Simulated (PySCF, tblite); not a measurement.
# C7H7N2 radical: geometry, infrared bands and EPR parameters

What infrared bands and EPR parameters should C7H7N2 radical (`C=Nc1ccccc1[NH]`) show?

The runs use tblite 0.8.0 and PySCF 2.14.0, with density-fitted response routines of our own; the level of theory stands in each step. All values are computed, except where a source is named. Atoms count from 0, in the outputs and in this text.

## Step 1: The starting structure

16 atoms, charge 0, multiplicity 2; geometry from: force field or distance geometry start.

Bonds of the start (Å): C0–N1 1.29, N1–C2 1.40, C2–C3 1.39, C3–C4 1.40, C4–C5 1.40, C5–C6 1.40, C6–C7 1.41, C7–N8 1.35, C7–C2 1.43, C0–H9 1.11, C0–H10 1.09, C3–H11 1.09, C4–H12 1.08, C5–H13 1.08, C6–H14 1.09, N8–H15 1.02.

## Step 2: Geometry optimisation with GFN2-xTB

What the job is given:

```
{"job": {"kind": "relax", "xc": "GFN2-xTB", "basis": "xTB"}, "charge": 0, "multiplicity": 2}
C      2.604100     0.122000    -0.658200
N      1.964500     0.110800     0.460400
C      0.571700    -0.014500     0.372100
C     -0.028100    -1.070200     1.057400
C     -1.401600    -1.310900     1.015800
C     -2.206500    -0.466400     0.246600
C     -1.629000     0.613100    -0.439800
C     -0.245900     0.880600    -0.382400
N      0.203400     1.959300    -1.057100
H      2.099400     0.029300    -1.637500
H      3.687100     0.232000    -0.667300
H      0.605300    -1.734900     1.653900
H     -1.841200    -2.138400     1.560700
H     -3.267700    -0.628000     0.186900
H     -2.271400     1.282600    -1.013300
H      1.148300     2.142300    -0.709800
```

Started as:

```sh
OMP_NUM_THREADS=1 python probes_run.py task.json out
```

The driver reads the jobs from task.json and runs them one after another.

Output:

```text
step      E/eV     max force
  0    -660.92363    2.382
  1    -661.07821    1.730
  2    -661.12585    0.804
  3    -661.15402    0.404
  4    -661.17413    0.465
  5    -661.18468    0.363
  6    -661.19758    0.273
  7    -661.20660    0.301
  8    -661.21367    0.233
  9    -661.21862    0.171
 10    -661.22281    0.194
 11    -661.22683    0.225
 12    -661.23056    0.173
 13    -661.23326    0.135
 14    -661.23567    0.128
 15    -661.23856    0.143
 16    -661.24192    0.156
 17    -661.24530    0.192
 18    -661.24829    0.179
 19    -661.25088    0.123
 20    -661.25347    0.128
 21    -661.25622    0.143
 22    -661.25907    0.164
 23    -661.26202    0.148
 24    -661.26475    0.144
 25    -661.26703    0.121
 26    -661.26917    0.106
 27    -661.27153    0.118
 28    -661.27406    0.116
 29    -661.27627    0.102
 30    -661.27791    0.142
 31    -661.27944    0.124
 32    -661.28116    0.163
 33    -661.28274    0.108
 34    -661.28409    0.100
 35    -661.28529    0.118
 36    -661.28623    0.086
 37    -661.28683    0.073
 38    -661.28735    0.054
 39    -661.28775    0.080
 40    -661.28809    0.070
 41    -661.28832    0.039
 42    -661.28848    0.028
 43    -661.28864    0.040
 44    -661.28884    0.053
 45    -661.28905    0.049
 46    -661.28924    0.032
 47    -661.28943    0.039
 48    -661.28967    0.057
 49    -661.28997    0.058
 50    -661.29024    0.049
 51    -661.29043    0.027
 52    -661.29055    0.037
 53    -661.29066    0.039
 54    -661.29076    0.024
 55    -661.29084    0.019
 56    -661.29091    0.019
 57    -661.29097    0.024
 58    -661.29103    0.020
 59    -661.29107    0.018
 60    -661.29109    0.014
 61    -661.29111    0.015
 62    -661.29113    0.012
 63    -661.29114    0.006
```

It took 0.4 s on 1 thread of Arm Neoverse V1, shared host; peak memory 0.18 GiB.

Step by step: (not every step is listed)

| step | energy from step 0 (eV) | largest force (eV/Å) |
| --- | --- | --- |
| 0 | 0.0000 | 2.3816 |
| 1 | -0.1546 | 1.7304 |
| 2 | -0.2022 | 0.8042 |
| 3 | -0.2304 | 0.4041 |
| 4 | -0.2505 | 0.4648 |
| 5 | -0.2610 | 0.3632 |
| 6 | -0.2740 | 0.2734 |
| 7 | -0.2830 | 0.3011 |
| 8 | -0.2900 | 0.2333 |
| 13 | -0.3096 | 0.1354 |
| 18 | -0.3247 | 0.1785 |
| 23 | -0.3384 | 0.1477 |
| 28 | -0.3504 | 0.1157 |
| 33 | -0.3591 | 0.1084 |
| 38 | -0.3637 | 0.0544 |
| 43 | -0.3650 | 0.0397 |
| 48 | -0.3660 | 0.0574 |
| 53 | -0.3670 | 0.0392 |
| 58 | -0.3674 | 0.0201 |
| 59 | -0.3674 | 0.0178 |
| 60 | -0.3675 | 0.0138 |
| 61 | -0.3675 | 0.0150 |
| 62 | -0.3675 | 0.0118 |
| 63 | -0.3675 | 0.0065 |

Close pairs (by a distance rule), those that changed most:

```
  bond  before (Å)  after (Å)  change (Å)
 N1–C2       1.401      1.338      -0.063
 C7–N8       1.349      1.292      -0.058
 C5–C6       1.404      1.361      -0.042
 C2–C7       1.428      1.469      +0.041
 C0–N1       1.289      1.262      -0.027
 C6–C7       1.410      1.431      +0.021
 C3–C4       1.395      1.374      -0.021
C3–H11       1.095      1.080      -0.015
```

The next job starts from the end point, and lists it.

## Step 3: Infrared spectrum with GFN2-xTB

What the job is given:

```
{"job": {"kind": "ir", "xc": "GFN2-xTB", "basis": "xTB"}, "charge": 0, "multiplicity": 2}
C      2.674813     0.287725    -0.609289
N      1.878832    -0.022738     0.319485
C      0.549419    -0.171794     0.290035
C     -0.071761    -1.187191     1.018240
C     -1.440877    -1.305288     1.044277
C     -2.243151    -0.384129     0.348496
C     -1.681404     0.632796    -0.360815
C     -0.263599     0.810106    -0.440223
N      0.203493     1.782601    -1.150257
H      2.442129     0.196866    -1.671185
H      3.682051     0.576619    -0.343772
H      0.555282    -1.901376     1.531364
H     -1.902686    -2.107033     1.599730
H     -3.317561    -0.489528     0.383541
H     -2.281828     1.357315    -0.887338
H      1.209249     1.933995    -1.083698
```

Output:

```text
mode    cm-1     km/mol
  1     108.0      2.33
  2     155.7      7.09
  3     187.5      2.36
  4     288.3     11.98
  5     344.1     23.39
  6     398.6      2.84
  7     433.4      3.30
  8     467.1      5.48
  9     514.1     23.26
 10     543.0      1.33
 11     624.9     17.46
 12     693.8      1.14
 13     750.9     75.83
 14     752.2     22.85
 15     776.7      2.40
 16     841.1      1.88
 17     856.7      2.02
 18     895.2      2.79
 19     915.7      0.34
 20     928.2      9.26
 21    1050.4     16.13
 22    1068.6     16.73
 23    1099.5     30.15
 24    1156.6     25.66
 25    1164.0     15.72
 26    1248.0     45.81
 27    1254.4     18.81
 28    1292.7     41.60
 29    1364.5     19.40
 30    1406.7      1.32
 31    1422.9     12.90
 32    1479.6     12.09
 33    1522.1     75.58
 34    1580.9      1.62
 35    1690.9     28.75
 36    2925.7     32.84
 37    3062.6     10.38
 38    3079.8      7.48
 39    3082.3     29.48
 40    3097.8     44.54
 41    3109.7     16.67
 42    3290.7     10.34
```

It took 0.52 s on 1 thread of Arm Neoverse V1, shared host; peak memory 0.18 GiB.

Which atoms move in the most intense modes:

| cm⁻¹ | km/mol | atoms |
| --- | --- | --- |
| 751 | 75.8 | H15 29 %, H10 12 % |
| 1100 | 30.1 | H10 28 %, H9 26 %, C0 17 % |
| 1248 | 45.8 | C2 29 %, H11 25 %, H15 13 % |
| 1293 | 41.6 | C7 27 %, C2 19 %, H15 12 %, H11 11 % |
| 1522 | 75.6 | C7 51 %, N8 24 % |
| 2926 | 32.8 | H9 93 % |
| 3082 | 29.5 | H11 61 %, H13 27 % |
| 3098 | 44.5 | H12 70 %, H11 13 % |

## Step 4: g tensor and hyperfine couplings: B3LYP/pcH-1

Settings changed since step 3:

```diff
@@ -1,2 +1,2 @@
-{"job": {"kind": "ir", "xc": "GFN2-xTB", "basis": "xTB"}, "charge": 0, "multiplicity": 2}
+{"job": {"kind": "epr", "basis": "pcH-1"}, "charge": 0, "multiplicity": 2}
 C      2.674813     0.287725    -0.609289
```

Method: UKS B3LYP, pcH-1 on C H N, non-relativistic, mean-field spin-orbit, GIAO.

Output:

```text
UKS, coarse grid
  cycle   1  E = -380.32958776  |g| = 3.80e-01
  cycle   2  E = -380.19573700  |g| = 6.45e-01
  cycle   3  E = -380.39628475  |g| = 1.41e-01
  cycle   4  E = -380.40486183  |g| = 7.78e-02
  cycle   5  E = -380.40759294  |g| = 3.07e-02
  cycle   6  E = -380.40816488  |g| = 9.43e-03
  cycle   7  E = -380.40828801  |g| = 7.26e-03
  cycle   8  E = -380.40834888  |g| = 3.27e-03
  cycle   9  E = -380.40836208  |g| = 1.67e-03
  cycle  10  E = -380.40836358  |g| = 6.30e-04
UKS, final grid
  cycle   1  E = -380.40836169  |g| = 8.41e-04
  cycle   2  E = -380.40836105  |g| = 1.50e-03
  cycle   3  E = -380.40836221  |g| = 1.95e-04
  cycle   4  E = -380.40836225  |g| = 1.31e-04
  cycle   5  E = -380.40836230  |g| = 7.12e-05
  cycle   6  E = -380.40836231  |g| = 3.23e-05
  cycle   7  E = -380.40836231  |g| = 1.27e-05
E = -380.40836231 Eh   <S^2> = 0.7841 (exact 0.7500)
g shifts (ppm)      1          2          3
  rmc          -189       -189       -189
  gc             11         31         12
  oz_so         -20        889       2634
  total        -198        731       2456
hyperfine (MHz)  atom isotope    a_iso     a_fc   dipolar eigenvalues
    0   13C      15.77      15.77     -8.99     -7.23     16.22
    1   14N      11.48      11.48     -7.34     -2.53      9.87
    2   13C      24.42      24.42    -23.10    -22.35     45.45
    3   13C     -20.53     -20.53    -18.37      8.10     10.27
    4   13C      26.24      26.24    -23.48    -21.58     45.06
    5   13C     -20.84     -20.84    -15.59      7.03      8.56
    6   13C      23.96      23.96    -17.96    -17.04     34.99
    7   13C     -36.50     -36.50    -18.14      6.32     11.81
    8   14N      17.15      17.15    -23.83    -23.09     46.92
    9    1H      11.35      11.35     -3.25     -0.48      3.72
   10    1H       2.21       2.21     -4.47     -1.71      6.18
   11    1H       7.54       7.54     -2.80     -1.66      4.46
   12    1H     -19.32     -19.32    -11.44     -0.38     11.82
   13    1H       6.75       6.75     -2.37     -0.86      3.23
   14    1H     -15.21     -15.21     -6.27     -2.29      8.56
   15    1H     -33.48     -33.48    -26.76     -7.09     33.85
```

Wall time 1.7 min (1 thread of Arm Neoverse V1, shared host); peak memory 0.97 GiB.

Principal g values 2.00212, 2.00305, 2.00478; g(iso) = 2.00332, against 2.00232 for a free electron.

Hyperfine couplings, nucleus by nucleus at this fixed geometry (no averaging over rotations):

| nuclei | isotope | a(iso) (MHz) | a(iso) (G, at g = 2.0023) | largest dipolar term (MHz) |
| --- | --- | --- | --- | --- |
| C7 | 13C | -36.5 | -13.0 | -18.1 |
| H15 | 1H | -33.5 | -11.9 | 33.9 |
| C4 | 13C | 26.2 | 9.4 | 45.1 |
| C2 | 13C | 24.4 | 8.7 | 45.4 |
| C6 | 13C | 24.0 | 8.6 | 35.0 |
| C5 | 13C | -20.8 | -7.4 | -15.6 |
| C3 | 13C | -20.5 | -7.3 | -18.4 |
| H12 | 1H | -19.3 | -6.9 | 11.8 |
| N8 | 14N | 17.2 | 6.1 | 46.9 |
| C0 | 13C | 15.8 | 5.6 | 16.2 |
| H14 | 1H | -15.2 | -5.4 | 8.6 |
| N1 | 14N | 11.5 | 4.1 | 9.9 |
| H9 | 1H | 11.3 | 4.0 | 3.7 |
| H11 | 1H | 7.5 | 2.7 | 4.5 |

Mulliken spin populations:

C0 0.09; N1 0.03; C2 0.28; C3 -0.15; C4 0.30; C5 -0.13; C6 0.24; C7 -0.14; N8 0.51; H9 0.00; H10 0.00; H11 0.01; H12 -0.01; H13 0.00; H14 -0.01; H15 -0.02

In first order the couplings over 0.8 MHz of 1H, 14N give 828 distinct lines over 54.6 G.

Orbitals, density, ELF and potential are computed afterwards from the orbital file.

ELF in a plane through or near 15 of the atoms.

Ten even steps from '0' (0.00) to '9' (1.00):
```
0000000000000000000000000000
0000000000000000000000000000
0000000000000000000000000000
0000000001467400686000000000
0000000002699803999300000000
0000000014789804999200000000
0000000079834625786002300000
0000000049968667425279960000
0000001111125438487799991000
0000245564117961151399970000
0005899428663340169633200000
0008999737284285732520000000
0005999547762528773998200000
0001564127740374546999700000
0000000003300899702999400000
0000000000001999700474000000
0000000000000699400000000000
0000000000000000000000000000
0000000000000000000000000000
0000000000000000000000000000
```
The map spans 12.5 Å across and 10.1 Å up, centred on the molecule. Atoms in the plane (x, y in Å): C0 (-2.7, -0.5), N1 (-1.6, -0.9), C2 (-0.4, -0.5), C3 (0.7, -1.4), C4 (2.0, -1.0), C5 (2.3, 0.4), C6 (1.3, 1.3), C7 (-0.1, 0.9), N8 (-1.0, 1.9), H10 (-3.7, -0.8), H11 (0.4, -2.5), H12 (2.8, -1.7), H13 (3.3, 0.7), H14 (1.5, 2.4), H15 (-1.9, 1.6).

On the surface of density 0.002 e/bohr³ the electrostatic potential runs, from the 1st to the 99th percentile, from -1.76 V near N8 to 1.25 V near H15.

The spin density lies nearest to N8 28 %; C2, C4 about 13 % each; C6 11 %.

## Step 5: Results

```
                                 quantity                 value
strongest single infrared mode (GFN2-xTB)   751 cm⁻¹, 76 km/mol
             zero-point energy (GFN2-xTB)         75.7 kcal/mol
                           g(iso) (B3LYP)               2.00332
                                     ⟨S²⟩    0.784 (exact 0.75)
                           largest a(iso)  13C on C7, -36.5 MHz
    surface potential, 1st and 99th percentile    -1.76 V and 1.25 V
```

Over 63 steps the energy fell by 0.368 eV; of the close pairs, N1–C2 changed most, 1.401 to 1.338 Å. No mode is imaginary among the 42: a minimum at this level. Unscaled tight-binding wavenumbers are off by several per cent, some by more. Its intensities can rank the bands wrongly. N8 carries the largest spin population, 0.51 e. The isotropic g lies 1.0 ppt above the free-electron value.
